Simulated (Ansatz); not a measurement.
# Si2Ni: the cost of one run

Program: Ansatz 0.2.0. Level of theory: DFT PBEsol, scalar-relativistic, plane waves, PAW. These are calculated values, not measurements.

1 further run of the same task is left out (set aside as unsound or not needed).

## 1. Starting point

It takes space group Fm-3m (No. 225, cubic). The conventional cell has a = 5.391 Å, b = 5.391 Å, c = 5.391 Å, α = 90.00°, β = 90.00°, γ = 90.00°. Around Si (site symmetry -43m) lie 4 Ni at 2.33 Å. Around Ni (site symmetry m-3m) lie 8 Si at 2.33 Å.

Structure file:

```cif
data_structure
_symmetry_space_group_name_H-M 'Fm-3m'
_symmetry_Int_Tables_number 225
_cell_length_a 5.3913
_cell_length_b 5.3913
_cell_length_c 5.3913
_cell_angle_alpha 90.000
_cell_angle_beta 90.000
_cell_angle_gamma 90.000
_cell_volume 156.71
loop_
_atom_site_label
_atom_site_type_symbol
_atom_site_symmetry_multiplicity
_atom_site_Wyckoff_symbol
_atom_site_fract_x
_atom_site_fract_y
_atom_site_fract_z
_atom_site_occupancy
Si1 Si 8 c 0.25000 0.75000 0.75000 1
Ni1 Ni 4 a 0.00000 0.00000 0.00000 1
```

It is the result of an earlier relaxation at this level (volume 13.06 Å³/atom; gap on the mesh: none (metal)).

## 2. The [001] wire, 30 host atoms a period

The wire is cut from the relaxed crystal, periodic along c with vacuum across. Atoms and period relax; energies count from the bulk, -2349.7717 eV an atom.

The cell holds 20 Si, 10 Ni: a = 17.100 Å, b = 17.400 Å, c = 5.391 Å, α = 90.00°, β = 90.00°, γ = 90.00°.

## 3. The relaxation run

Pressure and volume refer to the whole cell with its vacuum; only the period along c may change.

The input, input.yaml:

```yaml
crystal:
  lattice:
    - [17.1, 0.0, 0.0]
    - [0.0, 17.4, 0.0]
    - [0.0, 0.0, 5.3913419787]
  atoms:
    - { symbol: Si, position: [0.2635376325, 0.5, 0.75] }
    - { symbol: Si, position: [0.5788207892, 0.5, 0.75] }
    - { symbol: Si, position: [0.2635376325, 0.3450763799, 0.75] }
    - { symbol: Si, position: [0.2635376325, 0.6549236201, 0.75] }
    - { symbol: Si, position: [0.5788207892, 0.3450763799, 0.75] }
    - { symbol: Si, position: [0.5788207892, 0.6549236201, 0.75] }
    - { symbol: Ni, position: [0.5, 0.2676145699, 0.0] }
    - { symbol: Ni, position: [0.5, 0.57746181, 0.0] }
    - { symbol: Si, position: [0.2635376325, 0.3450763799, 0.25] }
    - { symbol: Si, position: [0.2635376325, 0.6549236201, 0.25] }
    - { symbol: Si, position: [0.5788207892, 0.3450763799, 0.25] }
    - { symbol: Si, position: [0.5788207892, 0.6549236201, 0.25] }
    - { symbol: Si, position: [0.2635376325, 0.5, 0.25] }
    - { symbol: Si, position: [0.5788207892, 0.5, 0.25] }
    - { symbol: Ni, position: [0.5, 0.42253819, 0.5] }
    - { symbol: Ni, position: [0.5, 0.7323854301, 0.5] }
    - { symbol: Si, position: [0.4211792108, 0.5, 0.25] }
    - { symbol: Si, position: [0.7364623675, 0.5, 0.25] }
    - { symbol: Si, position: [0.4211792108, 0.3450763799, 0.25] }
    - { symbol: Si, position: [0.4211792108, 0.6549236201, 0.25] }
    - { symbol: Ni, position: [0.3423584217, 0.2676145699, 0.5] }
    - { symbol: Ni, position: [0.3423584217, 0.57746181, 0.5] }
    - { symbol: Ni, position: [0.6576415783, 0.57746181, 0.5] }
    - { symbol: Si, position: [0.4211792108, 0.3450763799, 0.75] }
    - { symbol: Si, position: [0.4211792108, 0.6549236201, 0.75] }
    - { symbol: Si, position: [0.4211792108, 0.5, 0.75] }
    - { symbol: Si, position: [0.7364623675, 0.5, 0.75] }
    - { symbol: Ni, position: [0.3423584217, 0.42253819, 0.0] }
    - { symbol: Ni, position: [0.3423584217, 0.7323854301, 0.0] }
    - { symbol: Ni, position: [0.6576415783, 0.42253819, 0.0] }
basis:
  ecutwfc: 420
kpoints:
  mp_grid: { grid: [1, 1, 10] }
hamiltonian:
  xc: pbesol
scf:
  occupations: { method: gaussian, width: 0.05 }
output:
  forces: true
  stress: true
  eigenvalues: true
  populations: true
  write_density: true
  write_potential: true
  elf: true
  volumetric_format: npy
relax:
  adjacent_minimum: "off"
  f_tol: 0.02
  max_steps: 45
  cell: { fix: [a, b, alpha, beta, gamma], stress_tol: 0.03 }
```

Started as:

```bash
$ ansatz run input.yaml --threads 4 --pin off --max-ram 11264MiB --backend cpu --events-out ev --progress --plain --runs-dir out
```

What time and memory should one allow on 4 threads of AMD EPYC 7R43 (Zen 3), shared host?

About 23 min, with a peak of 5 GiB.
